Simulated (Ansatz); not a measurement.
# C3H9BSSn: the cost of one run

All numbers below are computed with Ansatz 0.2.0 (RHF/def2-SVP).

**1. The system as given**

Bond lengths: C1–B2 1.627 Å, B2–C3 1.617 Å, C3–Sn4 2.208 Å, C3–C5 1.493 Å, C5–S6 1.452 Å, C1–H7 1.089 Å, C1–H8 1.130 Å, C1–H9 1.049 Å, B2–H10 1.208 Å, C3–H11 1.081 Å, Sn4–H12 1.707 Å, Sn4–H13 1.817 Å, Sn4–H14 1.735 Å, C5–H15 1.092 Å. Angles (14 of 24 angles, heavy atoms first): C1–B2–C3 122.1°, B2–C3–Sn4 107.3°, B2–C3–C5 109.4°, Sn4–C3–C5 107.6°, C3–C5–S6 120.8°, C1–B2–H10 117.2°, C3–B2–H10 120.7°, B2–C1–H7 107.0°, B2–C1–H8 105.6°, B2–C1–H9 108.3°, B2–C3–H11 107.8°, Sn4–C3–H11 112.4°, C5–C3–H11 112.2°, C3–Sn4–H12 110.1°.

Structure file:

```xyz
15

C     0.0887   -2.2203    0.4527
B    -0.0238   -0.6946    1.0073
C    -0.6324    0.5035    0.1072
Sn    0.7685    0.8421   -1.5661
C    -0.6819    1.7570    0.9166
S    -1.7791    2.6958    0.7650
H    -0.5341   -2.8399    1.0963
H    -0.3274   -2.1941   -0.5978
H     1.0979   -2.5051    0.4739
H     0.3502   -0.4886    2.1372
H    -1.6121    0.1967   -0.2318
H     2.3078    1.2703   -0.9656
H     0.0003    2.1618   -2.5516
H     0.7655   -0.6204   -2.5004
H     0.1901    2.0850    1.4866
```

**2. Relaxing end A**

File input.yaml:

```yaml
crystal:
  periodic: [false, false, false]
  atoms:
    - { symbol: C, position_ang: [0.0887, -2.2203, 0.4527] }
    - { symbol: B, position_ang: [-0.0238, -0.6946, 1.0073] }
    - { symbol: C, position_ang: [-0.6324, 0.5035, 0.1072] }
    - { symbol: Sn, position_ang: [0.7685, 0.8421, -1.5661] }
    - { symbol: C, position_ang: [-0.6819, 1.757, 0.9166] }
    - { symbol: S, position_ang: [-1.7791, 2.6958, 0.765] }
    - { symbol: H, position_ang: [-0.5341, -2.8399, 1.0963] }
    - { symbol: H, position_ang: [-0.3274, -2.1941, -0.5978] }
    - { symbol: H, position_ang: [1.0979, -2.5051, 0.4739] }
    - { symbol: H, position_ang: [0.3502, -0.4886, 2.1372] }
    - { symbol: H, position_ang: [-1.6121, 0.1967, -0.2318] }
    - { symbol: H, position_ang: [2.3078, 1.2703, -0.9656] }
    - { symbol: H, position_ang: [0.0003, 2.1618, -2.5516] }
    - { symbol: H, position_ang: [0.7655, -0.6204, -2.5004] }
    - { symbol: H, position_ang: [0.1901, 2.085, 1.4866] }
basis:
  gaussian: { orbitals: def2-SVP }
hamiltonian:
  xc: hf
relax:
  f_tol: 0.015
  max_steps: 40
output:
  orbitals: {}
```

Launch:

```console
$ ansatz run input.yaml --threads 2 --pin off --max-ram 3072MiB --backend cpu --events-out ev --progress --plain --runs-dir out
```

**Question.** How long does this run take on 2 threads of Arm Neoverse V1, shared host, and how much memory does it need?

About 2.2 min, with a peak of 0.45 GiB.
